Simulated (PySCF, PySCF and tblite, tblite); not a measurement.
# C₅H₆O₃: conformers and averaged spectra

Which conformers does C₅H₆O₃ (`O=C(O)[C@@H]1CC=CO1`) populate, and what do their averaged NMR parameters look like?

Programs: PySCF 2.14.0 with density-fitted response routines of our own, and tblite 0.8.0. All values are computed, except where a source is named. Atoms count from 0 throughout.

## (1) The molecule as given

14 atoms, charge 0, multiplicity 1; geometry from: MMFF94s geometry.

Bonds of the start (Å): C1–C3 1.52, C1–O2 1.35, C3–C4 1.54, C3–H9 1.11, C3–O7 1.43, C4–C5 1.49, C4–H10 1.10, C4–H11 1.09, C5–C6 1.33, C5–H12 1.08, C6–H13 1.07, C6–O7 1.38, O0–C1 1.23, O2–H8 0.98.

## (2) GFN2-xTB relaxation, conformer 1

The job: settings as JSON, then the geometry in Å.

```
{"job": {"xc": "GFN2-xTB", "basis": "xTB", "kind": "relax"}, "charge": 0, "multiplicity": 1}
O      2.104200    -1.438800     0.149000
C      1.693100    -0.276300     0.091400
O      2.542700     0.693300    -0.303500
C      0.324200     0.226600     0.522200
C     -0.746000    -0.868800     0.367900
C     -1.874700    -0.088600    -0.207800
C     -1.428100     1.131400    -0.501100
O     -0.100700     1.385800    -0.204500
H      3.367500     0.228700    -0.540100
H      0.401900     0.511100     1.590200
H     -0.452900    -1.668100    -0.329100
H     -1.006500    -1.320900     1.325500
H     -2.870800    -0.459700    -0.377400
H     -1.954500     1.943800    -0.963400
```

Command:

```console
> OMP_NUM_THREADS=1 python ens_run.py task.json out
```

One launch serves the whole session.

The log of the run:

```text
step      E/eV     max force
  0    -705.86953    2.455
  1    -705.92363    2.532
  2    -705.96792    0.432
  3    -705.97857    0.374
  4    -705.99149    0.218
  5    -705.99575    0.230
  6    -706.00170    0.195
  7    -706.00567    0.139
  8    -706.00715    0.089
  9    -706.00822    0.089
 10    -706.00951    0.102
 11    -706.01095    0.112
 12    -706.01239    0.106
 13    -706.01387    0.118
 14    -706.01552    0.119
 15    -706.01728    0.126
 16    -706.01911    0.127
 17    -706.02132    0.179
 18    -706.02430    0.212
 19    -706.02795    0.191
 20    -706.03148    0.146
 21    -706.03402    0.124
 22    -706.03571    0.104
 23    -706.03738    0.129
 24    -706.03920    0.105
 25    -706.04070    0.089
 26    -706.04183    0.078
 27    -706.04276    0.081
 28    -706.04373    0.102
 29    -706.04503    0.128
 30    -706.04682    0.136
 31    -706.04920    0.130
 32    -706.05187    0.137
 33    -706.05397    0.132
 34    -706.05528    0.121
 35    -706.05617    0.119
 36    -706.05672    0.119
 37    -706.05767    0.085
 38    -706.05849    0.044
 39    -706.05898    0.046
 40    -706.05929    0.036
 41    -706.05929    0.036
 42    -706.05939    0.029
 43    -706.05951    0.048
 44    -706.05956    0.034
 45    -706.05961    0.038
 46    -706.05970    0.022
 47    -706.05973    0.020
 48    -706.05977    0.016
 49    -706.05980    0.016
 50    -706.05982    0.009
 51    -706.05983    0.006
 52    -706.05983    0.006
 53    -706.05983    0.007
 54    -706.05984    0.007
 55    -706.05985    0.007
 56    -706.05985    0.007
 57    -706.05986    0.007
 58    -706.05986    0.005
 59    -706.05987    0.006
 60    -706.05987    0.006
 61    -706.05988    0.005
 62    -706.05988    0.005
 63    -706.05989    0.006
 64    -706.05989    0.007
 65    -706.05990    0.007
 66    -706.05991    0.008
 67    -706.05992    0.009
 68    -706.05993    0.008
 69    -706.05994    0.008
 70    -706.05995    0.008
 71    -706.05996    0.008
 72    -706.05998    0.012
 73    -706.06001    0.016
 74    -706.06004    0.017
 75    -706.06009    0.019
 76    -706.06013    0.019
 77    -706.06019    0.020
 78    -706.06024    0.019
 79    -706.06029    0.024
 80    -706.06030    0.037
 81    -706.06033    0.022
 82    -706.06035    0.013
 83    -706.06036    0.009
 84    -706.06037    0.010
 85    -706.06039    0.009
 86    -706.06039    0.007
 87    -706.06040    0.007
 88    -706.06041    0.008
 89    -706.06042    0.013
 90    -706.06043    0.013
 91    -706.06045    0.013
 92    -706.06048    0.011
 93    -706.06051    0.018
 94    -706.06054    0.029
 95    -706.06055    0.057
 96    -706.06061    0.015
 97    -706.06064    0.014
 98    -706.06076    0.039
 99    -706.06083    0.047
100    -706.06090    0.021
101    -706.06092    0.071
102    -706.06098    0.017
103    -706.06101    0.016
104    -706.06110    0.021
105    -706.06117    0.024
106    -706.06127    0.029
107    -706.06139    0.027
108    -706.06146    0.053
109    -706.06155    0.023
110    -706.06163    0.023
111    -706.06199    0.089
112    -706.06206    0.036
113    -706.06214    0.039
114    -706.06229    0.070
115    -706.06236    0.030
116    -706.06245    0.022
117    -706.06251    0.028
118    -706.06253    0.031
119    -706.06257    0.041
120    -706.06260    0.017
121    -706.06262    0.031
122    -706.06265    0.022
123    -706.06271    0.024
124    -706.06275    0.022
125    -706.06280    0.034
126    -706.06284    0.029
127    -706.06289    0.054
128    -706.06298    0.061
129    -706.06312    0.063
130    -706.06329    0.044
131    -706.06342    0.098
132    -706.06329    0.136
133    -706.06359    0.020
134    -706.06362    0.013
135    -706.06365    0.018
136    -706.06368    0.014
137    -706.06370    0.016
138    -706.06372    0.008
139    -706.06372    0.007
140    -706.06373    0.005
141    -706.06373    0.006
142    -706.06374    0.006
143    -706.06374    0.005
144    -706.06374    0.003
```

Wall time 0.49 s (1 thread of Intel Xeon 6975P-C, shared host).

Relaxing gained 0.194 eV and moved the atoms by 0.38 Å on average (rms).

GFN2-xTB relaxation, conformer 2:

The job: settings as JSON, then the geometry in Å.

```
{"job": {"xc": "GFN2-xTB", "basis": "xTB", "kind": "relax"}, "charge": 0, "multiplicity": 1}
O      1.943400     1.620800    -0.707400
C      1.598300     0.618500    -0.116900
O      2.514300    -0.381700     0.078800
C      0.258700     0.312900     0.528000
C     -0.352500    -0.982900    -0.022000
C     -1.754700    -0.564300    -0.279400
C     -1.840900     0.745000    -0.065000
O     -0.680600     1.381600     0.339700
H      3.318600    -0.036600    -0.360500
H      0.419200     0.220600     1.623000
H      0.121600    -1.315300    -0.959700
H     -0.297600    -1.799200     0.700800
H     -2.554800    -1.205300    -0.600300
H     -2.693600     1.385400    -0.181300
```

The log of the run:

```text
step      E/eV     max force
  0    -705.87974    1.425
  1    -705.93677    1.489
  2    -705.95863    0.846
  3    -705.97105    0.402
  4    -705.98571    0.288
  5    -705.99282    0.302
  6    -705.99951    0.257
  7    -706.00354    0.169
  8    -706.00540    0.109
  9    -706.00611    0.083
 10    -706.00678    0.073
 11    -706.00749    0.071
 12    -706.00815    0.082
 13    -706.00878    0.075
 14    -706.00952    0.077
 15    -706.01045    0.081
 16    -706.01149    0.105
 17    -706.01260    0.102
 18    -706.01390    0.129
 19    -706.01548    0.119
 20    -706.01728    0.111
 21    -706.01910    0.114
 22    -706.02098    0.144
 23    -706.02352    0.194
 24    -706.02716    0.231
 25    -706.03125    0.215
 26    -706.03468    0.176
 27    -706.03687    0.166
 28    -706.03760    0.314
 29    -706.03974    0.136
 30    -706.04150    0.078
 31    -706.04417    0.076
 32    -706.04505    0.155
 33    -706.04558    0.055
 34    -706.04600    0.059
 35    -706.04629    0.065
 36    -706.04666    0.045
 37    -706.04694    0.039
 38    -706.04694    0.039
 39    -706.04707    0.035
 40    -706.04736    0.037
 41    -706.04744    0.048
 42    -706.04759    0.037
 43    -706.04795    0.047
 44    -706.04819    0.056
 45    -706.04855    0.045
 46    -706.04896    0.046
 47    -706.04927    0.036
 48    -706.04942    0.033
 49    -706.04952    0.029
 50    -706.04960    0.024
 51    -706.04968    0.021
 52    -706.04972    0.014
 53    -706.04973    0.012
 54    -706.04975    0.010
 55    -706.04976    0.012
 56    -706.04978    0.014
 57    -706.04981    0.014
 58    -706.04983    0.014
 59    -706.04986    0.017
 60    -706.04990    0.017
 61    -706.04995    0.018
 62    -706.05001    0.017
 63    -706.05007    0.022
 64    -706.05016    0.028
 65    -706.05027    0.035
 66    -706.05039    0.033
 67    -706.05052    0.028
 68    -706.05069    0.031
 69    -706.05088    0.036
 70    -706.05105    0.029
 71    -706.05114    0.025
 72    -706.05118    0.040
 73    -706.05121    0.023
 74    -706.05125    0.018
 75    -706.05128    0.014
 76    -706.05131    0.012
 77    -706.05132    0.009
 78    -706.05134    0.009
 79    -706.05134    0.010
 80    -706.05135    0.008
 81    -706.05136    0.008
 82    -706.05137    0.007
 83    -706.05138    0.011
 84    -706.05138    0.009
 85    -706.05139    0.008
 86    -706.05140    0.005
 87    -706.05140    0.005
 88    -706.05140    0.005
 89    -706.05141    0.005
 90    -706.05141    0.004
```

It took 0.33 s on 1 thread of Intel Xeon 6975P-C, shared host.

Relaxing gained 0.172 eV and moved the atoms by 0.31 Å on average (rms).

## (3) Shieldings, conformer 1: PBE0/pcSseg-1

The job: settings as JSON, then the geometry in Å.

```
{"job": {"xc": "PBE0", "basis": "pcSseg-1", "kind": "nmr", "pop": true}, "charge": 0, "multiplicity": 1}
O      1.688310    -1.194722    -0.830525
C      1.608382    -0.239852    -0.109003
O      2.627026     0.572922     0.151346
C      0.334192     0.219152     0.607854
C     -0.774600    -0.846327     0.562683
C     -1.823053    -0.152543    -0.260544
C     -1.385055     1.052107    -0.589721
O     -0.151229     1.365370    -0.099979
H      3.415035     0.316086    -0.355674
H      0.606900     0.540836     1.619048
H     -0.408728    -1.750639     0.069425
H     -1.136506    -1.112607     1.556729
H     -2.757401    -0.599526    -0.530235
H     -1.843952     1.829269    -1.172061
```

The log of the run:

```text
coarse grid: 12408 points
cycle   1  E = -419.0243201782  dE =  1.580e+00  |g| = 1.003e+00  |ddm| = 3.455e+00
cycle   2  E = -418.6784038834  dE =  3.459e-01  |g| = 1.710e+00  |ddm| = 1.823e+00
cycle   3  E = -419.1944085449  dE = -5.160e-01  |g| = 2.917e-01  |ddm| = 1.310e+00
cycle   4  E = -419.2088916073  dE = -1.448e-02  |g| = 9.554e-02  |ddm| = 2.341e-01
cycle   5  E = -419.2103471796  dE = -1.456e-03  |g| = 2.232e-02  |ddm| = 6.251e-02
cycle   6  E = -419.2104413921  dE = -9.421e-05  |g| = 9.077e-03  |ddm| = 2.223e-02
cycle   7  E = -419.2104574159  dE = -1.602e-05  |g| = 3.123e-03  |ddm| = 8.873e-03
cycle   8  E = -419.2104595462  dE = -2.130e-06  |g| = 5.859e-04  |ddm| = 2.834e-03
final grid: 121896 points
cycle   9  E = -419.2892032415  dE = -2.042e-05  |g| = 1.410e-02  |ddm| = 2.678e-02
cycle  10  E = -419.2891453520  dE =  5.789e-05  |g| = 2.285e-02  |ddm| = 2.228e-02
cycle  11  E = -419.2892382770  dE = -9.293e-05  |g| = 2.323e-03  |ddm| = 1.467e-02
cycle  12  E = -419.2892393702  dE = -1.093e-06  |g| = 3.606e-04  |ddm| = 1.747e-03
cycle  13  E = -419.2892393881  dE = -1.790e-08  |g| = 1.764e-04  |ddm| = 3.415e-04
cycle  14  E = -419.2892393938  dE = -5.758e-09  |g| = 5.429e-05  |ddm| = 1.571e-04
cycle  15  E = -419.2892393944  dE = -5.283e-10  |g| = 2.105e-05  |ddm| = 5.418e-05
converged SCF energy = -419.2892393944

GIAO shielding tensors (ppm)
atom      isotropic    diamagn.    paramagn.     s11        s22        s33       span
  0 O      -92.052     402.244    -494.295   -325.486   -242.353    291.685    617.171
  1 C       12.589     250.051    -237.462    -88.991     51.573     75.185    164.176
  2 O      128.495     390.035    -261.540    -19.506    161.481    243.509    263.015
  3 C      106.459     246.666    -140.207     74.306    106.409    138.661     64.355
  4 C      151.790     248.083     -96.292    128.329    157.328    169.715     41.386
  5 C       82.088     257.179    -175.092    -15.260    117.891    143.633    158.894
  6 C       35.067     250.431    -215.363    -61.694     74.668     92.227    153.922
  7 O      193.580     395.702    -202.121    141.577    167.595    271.569    129.993
  8 H       25.265      29.135      -3.871     19.926     22.104     33.764     13.838
  9 H       26.687      30.119      -3.432     23.695     25.745     30.621      6.926
 10 H       28.017      30.205      -2.189     23.808     26.899     33.343      9.535
 11 H       28.863      29.650      -0.786     24.641     26.533     35.415     10.775
 12 H       26.689      31.022      -4.333     25.002     26.223     28.840      3.838
 13 H       25.478      29.480      -4.001     23.267     25.180     27.988      4.722
```

It took 15 s on 1 thread of Intel Xeon 6975P-C, shared host.

In short: HOMO -6.41 eV, LUMO -0.20 eV; dipole 0.96 D.

## (4) Shieldings, conformer 2: PBE0/pcSseg-1

The job: settings as JSON, then the geometry in Å.

```
{"job": {"xc": "PBE0", "basis": "pcSseg-1", "kind": "nmr", "pop": false}, "charge": 0, "multiplicity": 1}
O      1.470932     1.331706    -1.131971
C      1.489628     0.585385    -0.196779
O      2.590632    -0.064835     0.201955
C      0.291251     0.199908     0.661657
C     -0.392460    -1.052417     0.053867
C     -1.695484    -0.465465    -0.414734
C     -1.753381     0.804933    -0.046688
O     -0.668037     1.248169     0.645685
H      3.342973     0.162306    -0.368852
H      0.632048     0.043173     1.689369
H      0.190889    -1.472714    -0.767803
H     -0.541561    -1.836361     0.799485
H     -2.434186    -1.022401    -0.952860
H     -2.523920     1.538139    -0.194496
```

The log of the run:

```text
coarse grid: 12408 points
cycle   1  E = -419.0197583518  dE =  1.583e+00  |g| = 1.013e+00  |ddm| = 3.444e+00
cycle   2  E = -418.6328091948  dE =  3.869e-01  |g| = 1.778e+00  |ddm| = 1.894e+00
cycle   3  E = -419.1923785747  dE = -5.596e-01  |g| = 3.070e-01  |ddm| = 1.369e+00
cycle   4  E = -419.2086523777  dE = -1.627e-02  |g| = 9.437e-02  |ddm| = 2.336e-01
cycle   5  E = -419.2101106608  dE = -1.458e-03  |g| = 2.025e-02  |ddm| = 6.295e-02
cycle   6  E = -419.2101997427  dE = -8.908e-05  |g| = 5.430e-03  |ddm| = 2.058e-02
cycle   7  E = -419.2102056522  dE = -5.909e-06  |g| = 1.269e-03  |ddm| = 5.191e-03
final grid: 121896 points
cycle   8  E = -419.2894581713  dE = -1.927e-05  |g| = 1.472e-02  |ddm| = 2.618e-02
cycle   9  E = -419.2893865077  dE =  7.166e-05  |g| = 2.473e-02  |ddm| = 2.430e-02
cycle  10  E = -419.2894962355  dE = -1.097e-04  |g| = 2.982e-03  |ddm| = 1.641e-02
cycle  11  E = -419.2894980208  dE = -1.785e-06  |g| = 3.699e-04  |ddm| = 2.179e-03
cycle  12  E = -419.2894980399  dE = -1.912e-08  |g| = 1.682e-04  |ddm| = 3.460e-04
cycle  13  E = -419.2894980453  dE = -5.388e-09  |g| = 4.882e-05  |ddm| = 1.512e-04
cycle  14  E = -419.2894980457  dE = -4.056e-10  |g| = 2.143e-05  |ddm| = 4.939e-05
converged SCF energy = -419.2894980457

GIAO shielding tensors (ppm)
atom      isotropic    diamagn.    paramagn.     s11        s22        s33       span
  0 O      -89.741     401.542    -491.283   -319.772   -239.924    290.474    610.246
  1 C       10.101     251.591    -241.490   -100.709     56.216     74.796    175.505
  2 O      136.189     391.544    -255.355     -1.282    152.678    257.170    258.452
  3 C      108.047     246.454    -138.407     75.291     96.447    152.403     77.112
  4 C      146.787     247.450    -100.663    120.378    153.718    166.265     45.887
  5 C       84.776     256.576    -171.799    -11.829    121.774    144.384    156.214
  6 C       31.347     249.885    -218.539    -67.088     69.683     91.446    158.534
  7 O      193.947     395.635    -201.687    139.703    191.520    250.618    110.915
  8 H       25.760      29.453      -3.693     20.061     22.831     34.388     14.327
  9 H       26.611      30.057      -3.447     23.307     25.899     30.626      7.320
 10 H       28.956      30.398      -1.441     24.839     28.345     33.684      8.845
 11 H       28.386      29.713      -1.326     24.035     26.594     34.530     10.495
 12 H       26.782      30.955      -4.173     25.043     26.232     29.071      4.027
 13 H       25.224      29.127      -3.903     23.325     24.826     27.522      4.197
```

Wall time 13 s (1 thread of Intel Xeon 6975P-C, shared host).

This run: HOMO -6.43 eV, LUMO 0.11 eV; dipole 2.33 D.

## (5) Couplings, conformer 1: B3LYP/6-31G*+pcJ-1

The job: settings as JSON, then the geometry in Å.

```
{"job": {"xc": "B3LYP", "basis": {"default": "6-31G*", "H": "pcJ-1"}, "nuclei": ["H", "F", "P", "Si", "B"], "kind": "j"}, "charge": 0, "multiplicity": 1}
O      1.688310    -1.194722    -0.830525
C      1.608382    -0.239852    -0.109003
O      2.627026     0.572922     0.151346
C      0.334192     0.219152     0.607854
C     -0.774600    -0.846327     0.562683
C     -1.823053    -0.152543    -0.260544
C     -1.385055     1.052107    -0.589721
O     -0.151229     1.365370    -0.099979
H      3.415035     0.316086    -0.355674
H      0.606900     0.540836     1.619048
H     -0.408728    -1.750639     0.069425
H     -1.136506    -1.112607     1.556729
H     -2.757401    -0.599526    -0.530235
H     -1.843952     1.829269    -1.172061
```

The log of the run:

```text
coarse grid: 12408 points
cycle   1  E = -419.6320070987  dE =  1.565e+00  |g| = 1.085e+00  |ddm| = 3.667e+00
cycle   2  E = -419.1474615980  dE =  4.845e-01  |g| = 1.926e+00  |ddm| = 2.242e+00
cycle   3  E = -419.8328271935  dE = -6.854e-01  |g| = 3.609e-01  |ddm| = 1.645e+00
cycle   4  E = -419.8568741919  dE = -2.405e-02  |g| = 1.083e-01  |ddm| = 3.352e-01
cycle   5  E = -419.8588228630  dE = -1.949e-03  |g| = 3.107e-02  |ddm| = 8.784e-02
cycle   6  E = -419.8590214331  dE = -1.986e-04  |g| = 1.141e-02  |ddm| = 3.327e-02
cycle   7  E = -419.8590475945  dE = -2.616e-05  |g| = 4.139e-03  |ddm| = 1.246e-02
cycle   8  E = -419.8590515901  dE = -3.996e-06  |g| = 7.165e-04  |ddm| = 4.072e-03
final grid: 121896 points
cycle   9  E = -419.7910773701  dE = -3.354e-05  |g| = 5.965e-03  |ddm| = 2.422e-02
cycle  10  E = -419.7910700891  dE =  7.281e-06  |g| = 8.512e-03  |ddm| = 1.181e-02
cycle  11  E = -419.7910854679  dE = -1.538e-05  |g| = 1.856e-03  |ddm| = 7.266e-03
cycle  12  E = -419.7910861340  dE = -6.661e-07  |g| = 3.060e-04  |ddm| = 1.578e-03
cycle  13  E = -419.7910861472  dE = -1.321e-08  |g| = 1.645e-04  |ddm| = 3.190e-04
cycle  14  E = -419.7910861519  dE = -4.695e-09  |g| = 4.588e-05  |ddm| = 1.420e-04
cycle  15  E = -419.7910861523  dE = -3.872e-10  |g| = 1.739e-05  |ddm| = 5.137e-05
converged SCF energy = -419.7910861523

Indirect spin-spin couplings (Hz)
  i      j    bonds     total        FC       PSO       DSO        SD
  8 H    9 H    4     -0.847    -0.047     1.754    -2.553         -
  8 H   10 H    5     -0.190     0.290     0.917    -1.397         -
  8 H   11 H    5     -0.228     0.280     1.103    -1.611         -
  8 H   13 H    6     -0.431    -0.028     0.843    -1.245         -
  9 H   10 H    3      6.651     7.203     1.203    -1.756         -
  9 H   11 H    3     13.750    13.489    -0.377     0.637         -
  9 H   12 H    4     -0.987    -0.365     1.239    -1.861         -
  9 H   13 H    4     -1.042    -0.370     1.376    -2.048         -
 10 H   11 H    2    -16.532   -16.319     1.757    -1.970         -
 10 H   12 H    3      3.319     3.486     0.587    -0.753         -
 10 H   13 H    4     -3.845    -3.172     1.224    -1.898         -
 11 H   12 H    3      2.990     3.216     0.688    -0.915         -
 11 H   13 H    4     -3.711    -3.016     1.280    -1.975         -
 12 H   13 H    3      3.204     3.764     0.629    -1.190         -
```

Run time: 14 s. Hardware: 1 thread of Intel Xeon 6975P-C, shared host.

In short: HOMO -5.84 eV, LUMO -0.10 eV; dipole 0.85 D.

## (6) Couplings, conformer 2: B3LYP/6-31G*+pcJ-1

The job: settings as JSON, then the geometry in Å.

```
{"job": {"xc": "B3LYP", "basis": {"default": "6-31G*", "H": "pcJ-1"}, "nuclei": ["H", "F", "P", "Si", "B"], "kind": "j"}, "charge": 0, "multiplicity": 1}
O      1.470932     1.331706    -1.131971
C      1.489628     0.585385    -0.196779
O      2.590632    -0.064835     0.201955
C      0.291251     0.199908     0.661657
C     -0.392460    -1.052417     0.053867
C     -1.695484    -0.465465    -0.414734
C     -1.753381     0.804933    -0.046688
O     -0.668037     1.248169     0.645685
H      3.342973     0.162306    -0.368852
H      0.632048     0.043173     1.689369
H      0.190889    -1.472714    -0.767803
H     -0.541561    -1.836361     0.799485
H     -2.434186    -1.022401    -0.952860
H     -2.523920     1.538139    -0.194496
```

The log of the run:

```text
coarse grid: 12408 points
cycle   1  E = -419.6259528266  dE =  1.569e+00  |g| = 1.097e+00  |ddm| = 3.660e+00
cycle   2  E = -419.0784348044  dE =  5.475e-01  |g| = 2.012e+00  |ddm| = 2.342e+00
cycle   3  E = -419.8285897113  dE = -7.502e-01  |g| = 3.854e-01  |ddm| = 1.747e+00
cycle   4  E = -419.8563681983  dE = -2.778e-02  |g| = 1.081e-01  |ddm| = 3.474e-01
cycle   5  E = -419.8583727533  dE = -2.005e-03  |g| = 2.845e-02  |ddm| = 8.797e-02
cycle   6  E = -419.8585628877  dE = -1.901e-04  |g| = 6.408e-03  |ddm| = 3.066e-02
cycle   7  E = -419.8585714090  dE = -8.521e-06  |g| = 1.943e-03  |ddm| = 7.101e-03
final grid: 121896 points
cycle   8  E = -419.7909420810  dE = -3.084e-05  |g| = 6.909e-03  |ddm| = 2.158e-02
cycle   9  E = -419.7909263513  dE =  1.573e-05  |g| = 1.126e-02  |ddm| = 1.448e-02
cycle  10  E = -419.7909524993  dE = -2.615e-05  |g| = 2.321e-03  |ddm| = 9.376e-03
cycle  11  E = -419.7909535930  dE = -1.094e-06  |g| = 2.822e-04  |ddm| = 1.946e-03
cycle  12  E = -419.7909536054  dE = -1.248e-08  |g| = 1.337e-04  |ddm| = 2.879e-04
cycle  13  E = -419.7909536089  dE = -3.421e-09  |g| = 3.657e-05  |ddm| = 1.163e-04
cycle  14  E = -419.7909536091  dE = -2.545e-10  |g| = 1.587e-05  |ddm| = 4.242e-05
converged SCF energy = -419.7909536091

Indirect spin-spin couplings (Hz)
  i      j    bonds     total        FC       PSO       DSO        SD
  8 H    9 H    4     -0.844    -0.036     1.748    -2.557         -
  8 H   10 H    5     -0.212     0.054     0.530    -0.797         -
  8 H   12 H    6     -0.457    -0.063     0.839    -1.233         -
  8 H   13 H    6     -0.166     0.292     0.924    -1.382         -
  9 H   10 H    3      5.890     6.375     1.134    -1.619         -
  9 H   11 H    3     14.706    14.383    -0.402     0.725         -
  9 H   12 H    4     -1.163    -0.533     1.277    -1.907         -
  9 H   13 H    4     -0.724    -0.027     1.410    -2.108         -
 10 H   11 H    2    -16.204   -15.995     1.750    -1.959         -
 10 H   12 H    3      3.285     3.441     0.558    -0.714         -
 10 H   13 H    4     -3.443    -2.761     1.260    -1.943         -
 11 H   12 H    3      2.740     2.994     0.715    -0.969         -
 11 H   13 H    4     -3.827    -3.136     1.248    -1.940         -
 12 H   13 H    3      3.248     3.800     0.626    -1.179         -
```

Run time: 14 s. Hardware: 1 thread of Intel Xeon 6975P-C, shared host.

This run: HOMO -5.87 eV, LUMO 0.20 eV; dipole 2.12 D.

(Part 1 of 2 ends here.)
